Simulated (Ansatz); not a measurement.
# Si3C: the cost of one run

Computed with Ansatz 0.2.0 (DFT PBE, scalar-relativistic, plane waves, PAW, unless a step's input says otherwise).

1 further run of the same task is left out (it didn't finish).

### 1 The system as given

It takes space group Cmmm (No. 65, orthorhombic). Conventional cell: a = 5.375 Å, b = 7.322 Å, c = 2.640 Å, α = 90.00°, β = 90.00°, γ = 90.00°. Si (site symmetry mmm) has 10 Si at 2.63 to 2.64 Å and 2 C at 2.69 Å as nearest neighbours. Around Si (site symmetry 2/m) lie 8 Si at 2.63 to 2.69 Å and 4 C at 2.63 Å. C (site symmetry mmm) has 10 Si at 2.63 to 2.69 Å and 2 C at 2.64 Å as nearest neighbours.

Structure file:

```
CELL_PARAMETERS angstrom
2.68749 -3.66097 0.00000
2.68749 3.66097 0.00000
0.00000 0.00000 2.63996
ATOMIC_POSITIONS crystal
Si 0.50000 0.50000 0.00000
Si 0.00000 0.50000 0.50000
Si 0.50000 0.00000 0.50000
C 0.00000 0.00000 0.00000
```

The cell is invented: species swapped into a database cell of CdPt3 (Cmmm, No. 65), with C on the Cd sites and Si on the Pt sites. Lengths come from tabulated atomic sizes and are only a guess.

### 2 Probe: one point on a coarse mesh

The input, input.yaml:

```yaml
crystal:
  lattice:
    - [2.68748541, -3.66096808, 0.0]
    - [2.68748541, 3.66096808, 0.0]
    - [0.0, 0.0, 2.63995704]
  atoms:
    - { symbol: Si, position: [0.5, 0.5, 0.0] }
    - { symbol: Si, position: [0.0, 0.5, 0.5] }
    - { symbol: Si, position: [0.5, 0.0, 0.5] }
    - { symbol: C, position: [0.0, 0.0, 0.0] }
basis:
  ecutwfc: 420
kpoints:
  mp_grid: { grid: [4, 4, 6] }
hamiltonian:
  xc: pbe
scf:
  occupations: { method: gaussian, width: 0.1 }
  lower_state_search: "off"
output:
  forces: true
  stress: true
  eigenvalues: true
```

The run is started by

```bash
ansatz run input.yaml --threads 1 --pin off --max-ram 2560MiB --backend cpu --events-out ev --progress --plain --runs-dir out
```

Q: Estimate wall time and peak memory on 1 thread of Arm Neoverse V2, shared host.

About 1.1 s, with a peak of 0.29 GiB.
